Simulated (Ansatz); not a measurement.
# AlSnSiH7 (SMILES [SiH3][AlH][SnH3]) at 6 levels

Wanted: a comparison of 6 runs (HF/STO-3G, B2PLYP/def2-SVP, BHLYP/def2-SVP, BLYP/def2-SVP, SVWN5/def2-SVP, wB97X/def2-SVP) of AlSnSiH7. 

The calculation is run with Ansatz 0.2.0.

44 further runs of the same task are left out: 44 set aside as unsound or not needed.

## 1. The system as given

AlSnSiH7 has 10 atoms, charge 0, and is taken as a singlet. As SMILES, `[SiH3][AlH][SnH3]`. The Sn3–H10 distance was set to 3.084 Å, away from the relaxed value. At this shape a bond of the SMILES string is far longer than usual.

Bond lengths: Si1–Al2 2.456 Å, Al2–Sn3 2.662 Å, Si1–H4 1.492 Å, Si1–H5 1.489 Å, Si1–H6 1.492 Å, Al2–H7 1.590 Å, Sn3–H8 1.713 Å, Sn3–H9 1.712 Å. Some angles: Si1–Al2–Sn3 119.8°, Si1–Al2–H7 121.6°, Sn3–Al2–H7 118.6°, Al2–Si1–H4 109.8°, Al2–Si1–H5 114.3°, Al2–Si1–H6 109.8°, Al2–Sn3–H8 112.0°, Al2–Sn3–H9 113.4°, H4–Si1–H5 107.9°, H4–Si1–H6 106.9°.

## 2. A single-point energy at HF/STO-3G (run 1)

File job.yaml:

```yaml
crystal:
  periodic: [false, false, false]
  atoms:
    - {symbol: Si, position_ang: [-2.269693, 2.205168, -0.571550]}
    - {symbol: Al, position_ang: [0.088807, 1.554368, -0.355950]}
    - {symbol: Sn, position_ang: [0.861707, 0.044568, 1.695450]}
    - {symbol: H, position_ang: [-3.126593, 0.985568, -0.640150]}
    - {symbol: H, position_ang: [-2.567893, 3.040768, -1.767950]}
    - {symbol: H, position_ang: [-2.696593, 2.968368, 0.637350]}
    - {symbol: H, position_ang: [1.181107, 2.012768, -1.417250]}
    - {symbol: H, position_ang: [2.065907, 0.813968, 2.640450]}
    - {symbol: H, position_ang: [-0.413693, -0.353232, 2.765650]}
    - {symbol: H, position_ang: [2.081400, -2.629000, 0.759800]}
basis:
  gaussian:
    orbitals: STO-3G
magnetization:
  spin_polarized: false
  initial_magnetization: 0
hamiltonian:
  xc: hf
accuracy: high
output: {orbitals: {seedname: orbitals}}
```

On the command line:

```console
$ ansatz run job.yaml --threads 1 --pin off --max-ram 3480MiB --events-out events.jsonl --progress --plain --runs-dir runs
```

Output:

```text
Warning: RAYON_NUM_THREADS=1 ignored (pool sized by the plan → 1); use --threads N
Functional definition: HF
  name "HF"
  exchange = exact_x
  correlation = 0
989 factors; integrals over basis functions are off by at most 2.7e-8 eV
mean field evaluation 1: about -176645.5653 eV, gradient 2.0e1 eV
mean field evaluation 2: about -176645.5591 eV, gradient 2.0e1 eV
mean field evaluation 4: about -176649.7114 eV, gradient 2.8e0 eV
mean field evaluation 8: about -176649.7913 eV, gradient 5.6e-2 eV
mean field evaluation 16: about -176644.8139 eV, gradient 1.3e0 eV
mean field -176649.79137484 eV, -6491.7600954961 hartree, gradient 2.8e-8 eV, S^2 0.000000; 0 other end points of the search recorded, 0 dependent functions left out
reference -176649.79137484 eV, -6491.7600954961 hartree; 42, 42 occupied and 10, 10 virtual orbitals, 989 factors
Total energy: -176649.79137484 eV, -6491.7600954961 hartree
```

Wall time 1.9 s (1 thread of Intel Xeon Platinum 8259CL at 2.50GHz (Skylake/Cascade Lake), shared host); peak memory 0.15 GiB.

## 3. The energy at B2PLYP/def2-SVP (core potential) (run 2)

File input.yaml:

```yaml
crystal:
  periodic: [false, false, false]
  atoms:
    - {symbol: Si, position_ang: [-2.269693, 2.205168, -0.571550]}
    - {symbol: Al, position_ang: [0.088807, 1.554368, -0.355950]}
    - {symbol: Sn, position_ang: [0.861707, 0.044568, 1.695450]}
    - {symbol: H, position_ang: [-3.126593, 0.985568, -0.640150]}
    - {symbol: H, position_ang: [-2.567893, 3.040768, -1.767950]}
    - {symbol: H, position_ang: [-2.696593, 2.968368, 0.637350]}
    - {symbol: H, position_ang: [1.181107, 2.012768, -1.417250]}
    - {symbol: H, position_ang: [2.065907, 0.813968, 2.640450]}
    - {symbol: H, position_ang: [-0.413693, -0.353232, 2.765650]}
    - {symbol: H, position_ang: [2.081400, -2.629000, 0.759800]}
basis:
  gaussian: {orbitals: def2-SVP}
hamiltonian: {xc: {name: B2PLYP}}
correlation: {frozen_orbitals: {Al: 5, H: 0, Si: 5, Sn: 4}}
accuracy: high
output: {orbitals: {seedname: orbitals}}
```

On the command line:

```console
$ ansatz run input.yaml --threads 1 --pin off --max-ram 3480MiB --events-out events.jsonl --progress --plain --runs-dir runs
```

Output, cut to the lines that bear on the results:

```text
Warning: RAYON_NUM_THREADS=1 ignored (pool sized by the plan → 1); use --threads N
Functional definition: B2PLYP
  name "B2PLYP"
[...]
2198 factors; integrals over basis functions are off by at most 9.3e-9 eV
[...]
mean field -20393.81054861 eV, -749.4587142400 hartree, gradient 7.6e-8 eV, S^2 0.000000; 0 other end points of the search recorded, 0 dependent functions left out; unrestricted orbitals would lower it
14 core orbitals not correlated: weight in the atoms' cores, before any rotation towards them, 1.000 or more for the frozen orbitals, at most 0.000 for the correlated occupied ones
reference -20393.81058447 eV, -749.4587155581 hartree; 14, 14 occupied and 69, 69 virtual orbitals, 2198 factors
second order -10.47365840 eV of doubles, -0.00000000 eV of singles
Total energy: -20396.63847224 eV, -749.5626385167 hartree
```

Wall time 16 s (1 thread of Intel Xeon Platinum 8259CL at 2.50GHz (Skylake/Cascade Lake), shared host); peak memory 0.38 GiB.

Run 3 isn't shown in full; the table further down has it.

## 4. The energy at BLYP/def2-SVP (core potential) (run 4)

File molecule.yaml:

```yaml
crystal:
  periodic: [false, false, false]
  atoms:
    - {symbol: Si, position_ang: [-2.269693, 2.205168, -0.571550]}
    - {symbol: Al, position_ang: [0.088807, 1.554368, -0.355950]}
    - {symbol: Sn, position_ang: [0.861707, 0.044568, 1.695450]}
    - {symbol: H, position_ang: [-3.126593, 0.985568, -0.640150]}
    - {symbol: H, position_ang: [-2.567893, 3.040768, -1.767950]}
    - {symbol: H, position_ang: [-2.696593, 2.968368, 0.637350]}
    - {symbol: H, position_ang: [1.181107, 2.012768, -1.417250]}
    - {symbol: H, position_ang: [2.065907, 0.813968, 2.640450]}
    - {symbol: H, position_ang: [-0.413693, -0.353232, 2.765650]}
    - {symbol: H, position_ang: [2.081400, -2.629000, 0.759800]}
basis:
  gaussian:
    orbitals: def2-SVP
hamiltonian:
  xc: {name: BLYP}
accuracy: high
output: {orbitals: {seedname: orbitals}}
```

On the command line:

```console
$ ansatz run molecule.yaml --threads 1 --pin off --max-ram 3480MiB --events-out events.jsonl --progress --plain --runs-dir runs
```

Output:

```text
Warning: RAYON_NUM_THREADS=1 ignored (pool sized by the plan → 1); use --threads N
Functional definition: BLYP
  name "BLYP"
  parameter beta = 0.0042
  parameter a = 0.04918
  parameter b = 0.132
  parameter c = 0.2533
  parameter d = 0.349
  exchange = b88_x(beta = beta)
  correlation = lyp_c(a = a, b = b, c = c, d = d)
2198 factors; integrals over basis functions are off by at most 9.3e-9 eV
mean field evaluation 1: about -20406.2322 eV, gradient 2.5e1 eV
mean field evaluation 2: about -20396.6754 eV, gradient 3.6e1 eV
mean field evaluation 4: about -20408.9104 eV, gradient 9.1e0 eV
mean field evaluation 8: about -20409.6005 eV, gradient 4.3e-1 eV
mean field evaluation 16: about -20409.5887 eV, gradient 1.8e-3 eV
mean field -20409.58873495 eV, -750.0385518933 hartree, gradient 2.7e-8 eV, S^2 0.000000; 0 other end points of the search recorded, 0 dependent functions left out
reference -20409.58881077 eV, -750.0385546798 hartree; 28, 28 occupied and 69, 69 virtual orbitals, 2198 factors
Total energy: -20409.58881077 eV, -750.0385546798 hartree
```

It took 9.9 s on 1 thread of Intel Xeon Platinum 8259CL at 2.50GHz (Skylake/Cascade Lake), shared host; peak memory 0.28 GiB.

Run 5 isn't shown in full; the table further down has it.

## 5. A single-point energy at wB97X/def2-SVP (core potential) (run 6)

Edit job.yaml of step 2 so:

```diff
@@ -15,3 +15,3 @@
   gaussian:
-    orbitals: STO-3G
+    orbitals: def2-SVP
 magnetization:
@@ -20,3 +20,3 @@
 hamiltonian:
-  xc: hf
+  xc: {name: wB97X}
 accuracy: high
```

On the command line:

```console
$ ansatz run job.yaml --threads 1 --pin off --max-ram 3480MiB --events-out events.jsonl --progress --plain --runs-dir runs
```

Output, cut to the lines that bear on the results:

```text
Warning: RAYON_NUM_THREADS=1 ignored (pool sized by the plan → 1); use --threads N
Functional definition: wB97X
  name "wB97X"
[...]
      + exact_x_lr(omega)
[...]
      + integral(e_c_pw_opposite_spin*poly(b97_u_opposite, 1, cos1, cos2, cos3, cos4))
2198 factors; integrals over basis functions are off by at most 9.3e-9 eV
512 factors; integrals over basis functions are off by at most 2.5e-9 eV
[...]
mean field -20411.99989393 eV, -750.1271603516 hartree, gradient 8.7e-8 eV, S^2 0.000000; 0 other end points of the search recorded, 0 dependent functions left out
reference -20411.99988968 eV, -750.1271601953 hartree; 28, 28 occupied and 69, 69 virtual orbitals, 2198 factors
Total energy: -20411.99988968 eV, -750.1271601953 hartree
```

Wall time 42 s (1 thread of Intel Xeon Platinum 8259CL at 2.50GHz (Skylake/Cascade Lake), shared host); peak memory 0.7 GiB.

## 6. All runs side by side

| run | level | core potential | frozen core orbitals | energy (Eh) | HOMO energy (eV) | LUMO energy (eV) | HOMO–LUMO gap (eV) | wall time |
| --- | --- | --- | --- | --- | --- | --- | --- | --- |
| 1 | HF/STO-3G | none | – | -6491.760095 | -4.39 | 3.68 | 8.07 | 1.9 s |
| 2 | B2PLYP/def2-SVP (core potential) | def2-SVP | 14 | -749.562639 | -6.98 | -2.48 | 4.50 | 16 s |
| 3 | BHLYP/def2-SVP (core potential) | def2-SVP | – | -750.023560 | -7.07 | -2.73 | 4.33 | 12 s |
| 4 | BLYP/def2-SVP (core potential) | def2-SVP | – | -750.038555 | -5.50 | -3.92 | 1.58 | 9.9 s |
| 5 | SVWN5/def2-SVP (core potential) | def2-SVP | – | -747.497355 | -5.79 | -4.19 | 1.60 | 7.2 s |
| 6 | wB97X/def2-SVP (core potential) | def2-SVP | – | -750.127160 | -8.30 | -1.73 | 6.57 | 42 s |

## 7. Results

```
            quantity          value
 run 6: total energy  -750.12716 Eh
  run 6: HOMO energy       -8.30 eV
  run 6: LUMO energy       -1.73 eV
run 6: HOMO–LUMO gap        6.57 eV
```

In words: The HOMO–LUMO gap runs from 1.58 eV (BLYP/def2-SVP) to 8.07 eV (HF/STO-3G). The two ends differ in method and basis and core potential. Totals of different functionals can't be ranked against each other. Some runs of one species differ in core potentials or relativity; totals across that change don't compare. In run 2 the log says that unrestricted orbitals would lower the reference, so the values rest on an unstable closed-shell determinant (other closed-shell runs at this shape may share the fault). In run 1 the basis is minimal, so the values are rough. In run 1 relativity is left out where basis or elements ask for it. All runs together took 89 s, the longest 42 s.
